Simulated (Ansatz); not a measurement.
# CSe2 (Cmce) in Ansatz: convergence with smearing width

Aim: find how far smearing width must go before the results for CSe2 settle, at PBE. This setting moves, with any that are tied to it; all else stays.

All numbers are computed with Ansatz 0.2.0; they aren't measurements. Logs are shortened: lines on timing, memory, paths and dates and some standing lists are left out, and cuts for length are marked.

## (1) Starting point

The structure is orthorhombic, space group Cmce (No. 64). Conventional cell: a = 7.140 Å, b = 5.990 Å, c = 9.463 Å, α = 90.00°, β = 90.00°, γ = 90.00°. Around Se (site symmetry m) lie 1 C at 1.71 Å. C (site symmetry 2/m) is surrounded by 2 Se at 1.71 Å.

The cell comes from a database or a generator and needn't be the stable form of this composition.

## (2) With smearing width 0.3 eV

The input, input.yaml:

```yaml
crystal:
  lattice:
    - [3.569767, -2.99478, 0.0]
    - [3.569767, 2.99478, 0.0]
    - [0.0, 0.0, 9.462652]
  atoms:
    - { symbol: Se, position: [0.212422, 0.787578, 0.879385] }
    - { symbol: Se, position: [0.787578, 0.212422, 0.120615] }
    - { symbol: Se, position: [0.287578, 0.712422, 0.379385] }
    - { symbol: Se, position: [0.712422, 0.287578, 0.620615] }
    - { symbol: C, position: [0.0, 0.0, 0.0] }
    - { symbol: C, position: [0.5, 0.5, 0.5] }
hamiltonian:
  xc: pbe
  pseudopotentials: { kind: paw, source: jth }
kpoints:
  mp_grid: { grid: [5, 5, 3] }
scf:
  occupations: { method: fermi_dirac, width: 0.3 }
output:
  forces: true
  stress: true
  eigenvalues: true
```

Potentials or basis: JTH PAW.

Launch:

```sh
> ansatz run input.yaml --threads 2 --pin off --max-ram 5632MiB --backend cpu --events-out ev --progress --plain --runs-dir out
```

Wall time 12 s (2 threads of Arm Neoverse V1, shared host); peak memory 0.86 GiB.

Results:

| Quantity | Value |
| --- | --- |
| Free energy | -10801.2449 eV |
| Pressure | 0.3 GPa |
| Largest force | 0.016 eV/Å |
| Band gap on the k mesh | 2.40 eV, indirect (least direct gap 2.45 eV) |

## (3) With smearing width 0.2 eV

input.yaml: that of step 2 with these lines changed.

```diff
@@ -18,3 +18,3 @@
 scf:
-  occupations: { method: fermi_dirac, width: 0.3 }
+  occupations: { method: fermi_dirac, width: 0.2 }
 output:
```

Potentials or basis: JTH PAW.

Launch:

```sh
> ansatz run input.yaml --threads 2 --pin off --max-ram 5632MiB --backend cpu --events-out ev --progress --plain --runs-dir out
```

Wall time 12 s (2 threads of Arm Neoverse V1, shared host); peak memory 0.85 GiB.

What came out:

- Free energy: -10801.2214 eV
- Pressure: 0.3 GPa
- Largest force: 0.029 eV/Å
- Band gap on the k mesh: 2.39 eV, indirect (least direct gap 2.45 eV)

## (4) With smearing width 0.15 eV

input.yaml: that of step 3 with these lines changed.

```diff
@@ -18,3 +18,3 @@
 scf:
-  occupations: { method: fermi_dirac, width: 0.2 }
+  occupations: { method: fermi_dirac, width: 0.15 }
 output:
```

Launch:

```sh
> ansatz run input.yaml --threads 2 --pin off --max-ram 5632MiB --backend cpu --events-out ev --progress --plain --runs-dir out
```

Run time: 12 s. Hardware: 2 threads of Arm Neoverse V1, shared host; peak memory 0.86 GiB.

Results:

```yaml
Free_energy: -10801.2201 eV
Pressure: 0.3 GPa
Largest_force: 0.032 eV/Å
Band_gap_on_the_k_mesh: 2.39 eV, indirect (least direct gap 2.45 eV)
```

## (5) With smearing width 0.1 eV

input.yaml: that of step 4 with these lines changed.

```diff
@@ -18,3 +18,3 @@
 scf:
-  occupations: { method: fermi_dirac, width: 0.15 }
+  occupations: { method: fermi_dirac, width: 0.1 }
 output:
```

Launch:

```sh
> ansatz run input.yaml --threads 2 --pin off --max-ram 5632MiB --backend cpu --events-out ev --progress --plain --runs-dir out
```

It took 5.6 s on 2 threads of Arm Neoverse V1, shared host; peak memory 0.86 GiB.

What came out:

* Free energy: -10801.2200 eV
* Pressure: 0.3 GPa
* Largest force: 0.032 eV/Å
* Band gap on the k mesh: 2.39 eV, indirect (least direct gap 2.45 eV)

## (6) With smearing width 0.05 eV

input.yaml: that of step 5 with these lines changed.

```diff
@@ -18,3 +18,3 @@
 scf:
-  occupations: { method: fermi_dirac, width: 0.1 }
+  occupations: { method: fermi_dirac, width: 0.05 }
 output:
```

Potentials or basis: JTH PAW.

Launch:

```sh
> ansatz run input.yaml --threads 2 --pin off --max-ram 5632MiB --backend cpu --events-out ev --progress --plain --runs-dir out
```

It took 5.5 s on 2 threads of Arm Neoverse V1, shared host; peak memory 0.86 GiB.

Results (log left out):

| Property | Result |
| --- | --- |
| Free energy | -10801.2200 eV |
| Pressure | 0.3 GPa |
| Largest force | 0.032 eV/Å |
| Band gap on the k mesh | 2.39 eV, indirect (least direct gap 2.45 eV) |

## (7) With smearing width 0.025 eV

input.yaml: that of step 6 with these lines changed.

```diff
@@ -18,3 +18,3 @@
 scf:
-  occupations: { method: fermi_dirac, width: 0.05 }
+  occupations: { method: fermi_dirac, width: 0.025 }
 output:
```

Launch:

```sh
> ansatz run input.yaml --threads 2 --pin off --max-ram 5632MiB --backend cpu --events-out ev --progress --plain --runs-dir out
```

Wall time 5.6 s (2 threads of Arm Neoverse V1, shared host); peak memory 0.86 GiB.

Results (log left out):

* Free energy: -10801.2200 eV
* Pressure: 0.3 GPa
* Largest force: 0.032 eV/Å
* Band gap on the k mesh: 2.39 eV, indirect (least direct gap 2.45 eV)

## (8) With smearing width 0.01 eV

input.yaml: that of step 7 with these lines changed.

```diff
@@ -18,3 +18,3 @@
 scf:
-  occupations: { method: fermi_dirac, width: 0.025 }
+  occupations: { method: fermi_dirac, width: 0.01 }
 output:
```

Launch:

```sh
> ansatz run input.yaml --threads 2 --pin off --max-ram 5632MiB --backend cpu --events-out ev --progress --plain --runs-dir out
```

It took 5.3 s on 2 threads of Arm Neoverse V1, shared host; peak memory 0.86 GiB.

The run converged. Its results:

| Quantity | Value |
| --- | --- |
| Free energy | -10801.2200 eV |
| Pressure | 0.3 GPa |
| Largest force | 0.032 eV/Å |
| Band gap on the k mesh | 2.39 eV, indirect (least direct gap 2.45 eV) |

## (9) With smearing width 0.005 eV

input.yaml: that of step 8 with these lines changed.

```diff
@@ -18,3 +18,3 @@
 scf:
-  occupations: { method: fermi_dirac, width: 0.01 }
+  occupations: { method: fermi_dirac, width: 0.005 }
 output:
```

Potentials or basis: JTH PAW.

Launch:

```sh
> ansatz run input.yaml --threads 2 --pin off --max-ram 5632MiB --backend cpu --events-out ev --progress --plain --runs-dir out
```

Standard output:

```text
Warning: the checks of this Se dataset prove no rule for summing its radial tables, as where they were carried onto another mesh than they were made on, and Gregory's rule is taken, under which a leading mesh point left out moves its sums only by what lay on the interval it spanned. That does not make them correct, and they differ from Quantum ESPRESSO's on this file; a re-export a fraction of a mesh step off can move them. hamiltonian.pseudopotentials.radial_quadrature: simpson_from_first_knot sums it by `pw.x`'s rule; on a PAW file no value gives `pw.x`'s numbers. What more to know: hamiltonian.pseudopotentials.radial_quadrature, in the input reference
Warning: the checks of this C dataset prove no rule for summing its radial tables, as where they were carried onto another mesh than they were made on, and Gregory's rule is taken, under which a leading mesh point left out moves its sums only by what lay on the interval it spanned. That does not make them correct, and they differ from Quantum ESPRESSO's on this file; a re-export a fraction of a mesh step off can move them. hamiltonian.pseudopotentials.radial_quadrature: simpson_from_first_knot sums it by `pw.x`'s rule; on a PAW file no value gives `pw.x`'s numbers. What more to know: hamiltonian.pseudopotentials.radial_quadrature, in the input reference
Warning: RAYON_NUM_THREADS=2 ignored (pool sized by the plan → 2); use --threads N
Engine: ansatz 0.2.0, aarch64-unknown-linux-gnu
Pseudopotentials: kind: paw
Pseudopotential: Se, paw, valence charge 6, recommended cutoff 270 eV (normal), Se.paw.azcp
Pseudopotential: C, paw, valence charge 4, recommended cutoff 780 eV (normal), C.paw.azcp
Functional definition: PBE
  parameter kappa = 0.804
  parameter beta = 0.06672455060314922
  exchange = pbe_x(kappa = kappa, mu = beta*pi^2/3)
  correlation = pbe_c(beta = beta)
Crystal: 6 atoms, lattice volume = 202.324 Å³
Basis set: ecut = 780 eV, 10035 PW (Γ), exchange–correlation on 128×128×250 points (8 copies of the dense FFT grid, shifted against one another)
Bands: 22, of which v1, the nominal top of the filled ones, is band 16 counted from 1 (15 counted from 0)
Symmetry: 8 space group operations
Space group: Cmce (ITA 64), of the structure as read, at distance tolerance 5.9e-5 Å
k-points: 18 of 75
Non-local potential: Se, projectors of the file, l = 0: 2, l = 1: 2
Non-local potential: C, projectors of the file, l = 0: 2, l = 1: 2
PAW form: soft (Blöchl's): semilocal exchange-correlation on the pseudo side does not see the compensation charge
PAW one-centre angular grid: Se, 110 points (default); XC on 96 Gauss nodes
PAW one-centre angular grid: C, 110 points (default); XC on 81 of its mesh's 739 points in the sphere
Initial density: superposition of atomic densities (chi_scale 0.1, normalization cell)
Initial wavefunctions: pseudopotential atomic-orbital guess
Functional: x = pbe(κ = 0.804, μ = 0.2195149727645171), c = pbe(β = 0.06672455060314922)
SCF iter   1: F=—  HF=-10802.902579 eV  |F-HF|=—  |Δ(HF+E_count)|=         —  Δρ=4.80e-2  dr2=7.77e0  ethr=3.10e-3  ⟨swp⟩=10.8  Hψ=3101  notcnv=0
preconditioner: auto → Resta (q_TF=auto, 2.006 Å⁻¹)  ε∞=3.9  [insulator: Δε(μ)=2.023 eV  Ē_g=8.053 eV  σ=0.005 eV  W_gap=1.00  n_scr=32 (ndim 8)  ℏωp=13.8 eV  f_vac=0.000  D(μ)=0.00/eV (n_scr^D=0)  ε∞_Penn≈3.9]
SCF iter   2: F=—  HF=-10801.375475 eV  |F-HF|=—  |Δ(HF+E_count)|=    1.53e0  Δρ=1.85e-2  dr2=7.15e-1  ethr=3.10e-3  ⟨swp⟩=3.1  Hψ=933  notcnv=0  defer=36
SCF iter   3: F=—  HF=-10801.213285 eV  |F-HF|=—  |Δ(HF+E_count)|=   1.62e-1  Δρ=4.53e-3  dr2=2.59e-2  ethr=2.24e-3  ⟨swp⟩=2.3  Hψ=637  notcnv=0  defer=36
SCF iter   4: F=—  HF=-10801.219750 eV  |F-HF|=—  |Δ(HF+E_count)|=   6.47e-3  Δρ=6.53e-4  dr2=9.06e-4  ethr=8.08e-5  ⟨swp⟩=2.0  Hψ=728  notcnv=0
automatic band count: iteration 4 solves 20 bands in place of 22: the levels show a gap, and the empty bands left out lie too high to hold charge; the band table lists the bands solved (type scf.n_extra_bands for more)
SCF iter   5: F=—  HF=-10801.220665 eV  |F-HF|=—  |Δ(HF+E_count)|=   9.15e-4  Δρ=1.20e-4  dr2=4.61e-5  ethr=2.83e-6  ⟨swp⟩=2.2  Hψ=631  notcnv=0
SCF iter   6: F=—  HF=-10801.219981 eV  |F-HF|=—  |Δ(HF+E_count)|=   6.84e-4  Δρ=3.32e-5  dr2=1.81e-6  ethr=1.44e-7  ⟨swp⟩=2.0  Hψ=664  notcnv=0
SCF iter   7: F=-10801.219985 eV  HF=-10801.219985 eV  |F-HF|=4.45e-8  |Δ(HF+E_count)|=   4.64e-6  Δρ=6.34e-6  dr2=7.95e-8  ethr=3.13e-10  ⟨swp⟩=7.6  Hψ=2123  notcnv=0
SCF 1 converged in 7 iterations: F = -10801.219985 eV  dr2 = 7.95e-8
SCF converged after 7 iterations
Free energy (F): -10801.219985 eV
Harris-Foulkes:  -10801.219985 eV  (|F-HF|=4.45e-8)
Internal energy: -10801.219985 eV  (E = F + TS)
E sigma→0 (E₀):  -10801.219985 eV
Fermi energy:    1.560521 eV
--- Per-component energies (eV) ---
  E_band       = -170.784844
  E_kinetic    = 535.061264
  E_local      = -936.944658  (includes V_loc(G=0)·N_el)
  E_nonlocal   = 28.539465
  E_hartree    = 342.750700
  E_xc         = -795.905312
  E_vxc        = -498.946525  (∫ρ·V_xc dr)
  E_paw        = -9060.622561  (= ΣΔE_a)
  E_vpaw       = 16.001198  (= ΣTr[D̂ρ^β])
  E_aug_tail   = 0.000014  (compensation charges beyond the density's cutoff)
  E_ewald      = -914.098897
  E_smearing   = -0.000000  (= −TS)
  E_closure    = -0.000000  (closes the sum)
  Σ components = -10801.219985   (vs F -10801.219985, Δ=0.00e0)
--- Forces (eV/Å), atoms counted from 1 ---
  atom   1  Se    -0.00000000     0.03031678     0.00962755
  atom   2  Se    -0.00000000    -0.03031678    -0.00962755
  atom   3  Se    -0.00000000    -0.03031678     0.00962755
  atom   4  Se    -0.00000000     0.03031678    -0.00962755
  atom   5  C     -0.00000000    -0.00000000    -0.00000000
  atom   6  C      0.00000000     0.00000000     0.00000000
  max |Σ_I F_I| component: 6.94e-18 eV/Å
--- Stress (GPa, compression-positive) ---
        0.342749       0.000000       0.000000
        0.000000       0.220796       0.000000
        0.000000       0.000000       0.196950
  P = ⅓ Tr σ = 0.2535 GPa (2.535 kbar)
--- Band table (eV; the first three rows and the last of 18) ---
  k-point 0: bands = ["-14.4083", "-14.2967", "-12.5379", "-12.3714", "-6.7898", "-6.5226", "-4.1282", "-3.6449", "-2.3222", "-2.2045", "-2.0888", "-2.0382", "-0.6219", "-0.3680", "-0.3105", "0.0290", "2.7555", "2.9920", "3.2865", "3.7052"]
  k-point 1: bands = ["-14.3821", "-14.3264", "-12.4946", "-12.4115", "-6.7332", "-6.6012", "-3.9686", "-3.7216", "-2.3516", "-2.3051", "-2.0771", "-2.0518", "-0.5396", "-0.4046", "-0.2321", "-0.0635", "2.8927", "3.1233", "3.1568", "3.4933"]
  k-point 2: bands = ["-14.3732", "-14.2816", "-12.5368", "-12.4044", "-6.7721", "-6.5389", "-4.0567", "-3.7298", "-2.5304", "-2.4417", "-2.1795", "-2.1581", "-0.3652", "-0.2362", "-0.2009", "0.0102", "2.8577", "2.9279", "3.2535", "3.4600"]
  k-point 17: bands = ["-14.2581", "-14.2326", "-12.4994", "-12.4755", "-6.7151", "-6.7039", "-3.8803", "-3.8180", "-3.0194", "-2.8571", "-2.6108", "-2.5166", "-0.4280", "-0.3146", "-0.1890", "0.1215", "3.0715", "3.1406", "3.4818", "3.5739"]
```

Run time: 5.4 s. Hardware: 2 threads of Arm Neoverse V1, shared host; peak memory 0.86 GiB.

What came out:

* Free energy: -10801.2200 eV
* Pressure: 0.3 GPa
* Largest force: 0.032 eV/Å
* Band gap on the k mesh: 2.39 eV, indirect (least direct gap 2.45 eV)

## (10) The series at a glance

```
smearing width  energy less the tightest run, at zero smearing (meV/atom)  pressure (GPa)  largest force (eV/Å)  gap on the mesh (eV)  SCF cycles  CPU time (s)  peak memory (GiB)
        0.3 eV                                                       8.24            0.30                 0.016                 2.399          10            25               0.86
        0.2 eV                                                       0.74            0.26                 0.029                 2.394          10            24               0.85
       0.15 eV                                                       0.07            0.25                 0.032                 2.394          10            24               0.86
        0.1 eV                                                       0.00            0.25                 0.032                 2.394           7            11               0.86
       0.05 eV                                                       0.00            0.25                 0.032                 2.394           7            11               0.86
      0.025 eV                                                       0.00            0.25                 0.032                 2.393           7            11               0.86
       0.01 eV                                                       0.00            0.25                 0.032                 2.393           7            10               0.86
      0.005 eV                                                       0.00            0.25                 0.032                 2.393           7            11               0.86
```

Against the tightest run, the energy stays within 1 meV/atom from 0.2 eV on; the pressure stays within 0.1 GPa from 0.3 eV on; the largest force stays within 0.005 eV/Å from 0.2 eV on; the gap on the mesh stays within 0.01 eV from 0.3 eV on. The tightest run that finished is the yardstick and may itself not be fully converged.

Caveats: odd divisions of the mesh miss points on the zone boundary, where band edges often lie, so the gap on the mesh can be too wide.
